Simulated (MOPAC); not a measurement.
# CH5NO2Si (SMILES N[SiH]1OCO1) at PM6-DH+ (COSMO thf)

Aim: the vertical ionisation energy of CH5NO2Si at PM6-DH+ (COSMO thf), from 2 runs. 

Program for the calculation: MOPAC 23.2.5.

8 further runs of the same task are left out: 2 that didn't finish, 6 set aside as unsound or not needed.

## 1. The molecule

CH5NO2Si has 10 atoms, charge 0, and is taken as a singlet. As SMILES, `N[SiH]1OCO1`. Geometry: relaxed at GFN2-xTB. This is one conformer, not always the lowest.

Bond lengths: N1–Si2 1.701 Å, Si2–O3 1.676 Å, O3–C4 1.396 Å, Si2–O5 1.666 Å, C4–O5 1.398 Å, N1–H6 1.007 Å, N1–H7 1.001 Å, Si2–H8 1.446 Å, C4–H9 1.094 Å, C4–H10 1.094 Å. Some angles: N1–Si2–O3 120.5°, N1–Si2–O5 113.6°, O3–Si2–O5 80.3°, Si2–O3–C4 89.1°, O3–C4–O5 100.9°, Si2–O5–C4 89.5°, N1–Si2–H8 111.4°, O3–Si2–H8 112.8°, O5–Si2–H8 115.2°, Si2–N1–H6 122.1°.

## 2. The charge distribution at PM6-DH+ (COSMO thf)

Input file mol.mop:

```
1SCF DISP PL EPS=7.43 DENSITY PM6-DH+ AUX(PRECISION=9) THREADS=1
CH5NO2Si, PM6-DH+

N     -1.011200     1.102350     1.170830
Si    -0.652270    -0.185610     0.119230
O      0.772700    -1.050700     0.290730
C      1.193200    -0.563140    -0.948160
O      0.132870     0.287890    -1.271610
H     -0.335600     1.813910     1.395190
H     -1.721430     1.016050     1.871630
H     -1.803740    -1.036870    -0.083750
H      1.290310    -1.369990    -1.680240
H      2.135150    -0.013890    -0.863850
```

Launch:

```
$ mopac mol.mop
```

mol.out:

```text
MOPAC v23.2.5
PM6-DH+ CALCULATION RESULTS
[...]
           Empirical Formula: C H5 N O2 Si  =    10 atoms
      MOLECULAR POINT GROUP   :   C1
[...]
          *                 WARNING                   *
          *                                           *
[...]
          *              END OF WARNING               *
          *                                           *
[...]
     SCF FIELD WAS ACHIEVED
[...]
                              SUM =       -122.84866 KCAL/MOL = FINAL HEAT OF FORMATION
          VAN DER WAALS AREA      =        112.80 SQUARE ANGSTROMS
          TOTAL ENERGY            =      -1027.85141 EV
          ELECTRONIC ENERGY       =      -1357.80336 EV
          CORE-CORE REPULSION     =        329.95196 EV
          DIELECTRIC ENERGY       =         -0.35053 EV
          COSMO AREA              =        112.80 SQUARE ANGSTROMS
          COSMO VOLUME            =        100.80 CUBIC ANGSTROMS
          IONIZATION POTENTIAL    =         10.450657 EV
          HOMO LUMO ENERGIES (EV) =        -10.451  0.174
          NO. OF FILLED LEVELS    =         15
[...]
                             CARTESIAN COORDINATES
   1    N       -1.011200000     1.102350000     1.170830000
   2   Si       -0.652270000    -0.185610000     0.119230000
   3    O        0.772700000    -1.050700000     0.290730000
   4    C        1.193200000    -0.563140000    -0.948160000
   5    O        0.132870000     0.287890000    -1.271610000
   6    H       -0.335600000     1.813910000     1.395190000
   7    H       -1.721430000     1.016050000     1.871630000
   8    H       -1.803740000    -1.036870000    -0.083750000
   9    H        1.290310000    -1.369990000    -1.680240000
  10    H        2.135150000    -0.013890000    -0.863850000
           Empirical Formula: C H5 N O2 Si  =    10 atoms
[...]
              NET ATOMIC CHARGES AND DIPOLE CONTRIBUTIONS
  ATOM NO.   TYPE          CHARGE      No. of ELECS.   s-Pop       p-Pop       d-Pop
    1          N          -0.515808        5.5158     1.46979     4.04602
    2         Si           0.421679        3.5783     1.00499     1.31027     1.26306
    3          O          -0.535320        6.5353     1.76176     4.77356
    4          C           0.279444        3.7206     1.07289     2.64766
    5          O          -0.529923        6.5299     1.75625     4.77367
    6          H           0.262547        0.7375     0.73745
    7          H           0.273736        0.7263     0.72626
    8          H           0.045588        0.9544     0.95441
    9          H           0.149310        0.8507     0.85069
   10          H           0.148747        0.8513     0.85125
 DIPOLE           X         Y         Z       TOTAL
 POINT-CHG.    -0.170     0.510     0.937     1.080
 HYBRID         0.478     0.562     0.702     1.019
 SUM            0.309     1.072     1.639     1.983
[...]
 * JOB ENDED NORMALLY *
[...]
```

Wall time 0.04 s (1 thread of Arm Neoverse N1, shared host).

Atomic charges (e):

```csv
atom,program's own
N1,-0.516
Si2,+0.422
O3,-0.535
C4,+0.279
O5,-0.530
H6,+0.263
H7,+0.274
H8,+0.046
H9,+0.149
H10,+0.149
```

## 3. The doublet cation at the same level

Input file job.mop:

```
1SCF DENSITY EPS=7.43 DISP UHF CHARGE=1 PL PM6-DH+ AUX(PRECISION=6) THREADS=1
PM6-DH+ properties

N     -1.011200     1.102350     1.170830
Si    -0.652270    -0.185610     0.119230
O      0.772700    -1.050700     0.290730
C      1.193200    -0.563140    -0.948160
O      0.132870     0.287890    -1.271610
H     -0.335600     1.813910     1.395190
H     -1.721430     1.016050     1.871630
H     -1.803740    -1.036870    -0.083750
H      1.290310    -1.369990    -1.680240
H      2.135150    -0.013890    -0.863850
```

Launch:

```
$ mopac job.mop
```

job.out, shortened:

```text
MOPAC v23.2.5
PM6-DH+ CALCULATION RESULTS
[...]
           Empirical Formula: C H5 N O2 Si  =    10 atoms
      MOLECULAR POINT GROUP   :   C1
[...]
          *                 WARNING                   *
          *                                           *
[...]
          *              END OF WARNING               *
          *                                           *
[...]
     SCF FIELD WAS ACHIEVED
[...]
                              SUM =         47.83358 KCAL/MOL = FINAL HEAT OF FORMATION
          VAN DER WAALS AREA      =        112.80 SQUARE ANGSTROMS
          TOTAL ENERGY            =      -1020.44992 EV
          ELECTRONIC ENERGY       =      -1350.40188 EV
          CORE-CORE REPULSION     =        329.95196 EV
          DIELECTRIC ENERGY       =         -2.77047 EV
          COSMO AREA              =        112.80 SQUARE ANGSTROMS
          COSMO VOLUME            =        100.80 CUBIC ANGSTROMS
          IONIZATION POTENTIAL    =         12.058596 EV
          ALPHA SOMO LUMO (EV)    =        -12.106 -1.121
          BETA  SOMO LUMO (EV)    =        -12.059 -4.544
[...]
                             CARTESIAN COORDINATES
   1    N       -1.011200000     1.102350000     1.170830000
   2   Si       -0.652270000    -0.185610000     0.119230000
[...]
              NET ATOMIC CHARGES AND DIPOLE CONTRIBUTIONS
  ATOM NO.   TYPE          CHARGE      No. of ELECS.   s-Pop       p-Pop       d-Pop
    1          N           0.041627        4.9584     1.46732     3.49106
    2         Si           0.812586        3.1874     0.97768     1.11745     1.09228
    3          O          -0.527109        6.5271     1.76010     4.76701
    4          C           0.260231        3.7398     1.07951     2.66025
    5          O          -0.523572        6.5236     1.75641     4.76716
    6          H           0.289120        0.7109     0.71088
    7          H           0.296965        0.7030     0.70303
    8          H           0.016674        0.9833     0.98333
    9          H           0.170419        0.8296     0.82958
   10          H           0.163059        0.8369     0.83694
 DIPOLE           X         Y         Z       TOTAL
 POINT-CHG.    -3.668     3.920     4.877     7.253
 HYBRID         0.142     1.013     0.945     1.393
 SUM           -3.526     4.933     5.823     8.407
[...]
                    (S**2)  =    0.759494
[...]
 * JOB ENDED NORMALLY *
[...]
```

Run time: 0.04 s. Hardware: 1 thread of Arm Neoverse N1, shared host.

Atomic charges (e):

```
atom  program's own
  N1         +0.042
 Si2         +0.813
  O3         -0.527
  C4         +0.260
  O5         -0.524
  H6         +0.289
  H7         +0.297
  H8         +0.017
  H9         +0.170
 H10         +0.163
```

## 4. What came out

At PM6-DH+ (COSMO thf):

| quantity | value |
| --- | --- |
| singlet CH5NO2Si: total energy | -37.77284 Eh |
| singlet CH5NO2Si: dipole moment | 1.98 D |
| singlet CH5NO2Si: HOMO energy | -10.45 eV |
| singlet CH5NO2Si: LUMO energy | 0.17 eV |
| singlet CH5NO2Si: HOMO–LUMO gap | 10.62 eV |
| singlet CH5NO2Si: dispersion energy | -1.87 kJ/mol |
| singlet CH5NO2Si: heat of formation | -122.8 kcal/mol |
| doublet cation: total energy | -37.50084 Eh |
| doublet cation: HOMO energy (over α and β) | -12.06 eV |
| doublet cation: LUMO energy (over α and β) | -4.54 eV |
| doublet cation: dispersion energy | -1.87 kJ/mol |
| doublet cation: heat of formation | 47.8 kcal/mol |
| doublet cation: ⟨S²⟩ | 0.759 |
| vertical ionisation energy (to the doublet cation) | 7.401 eV |

What this shows: The vertical ionisation energy comes to 7.40 eV (171 kcal/mol). The continuum is in equilibrium with both charges, so this lies below a true vertical value in solution, where the slow polarisation stays frozen.
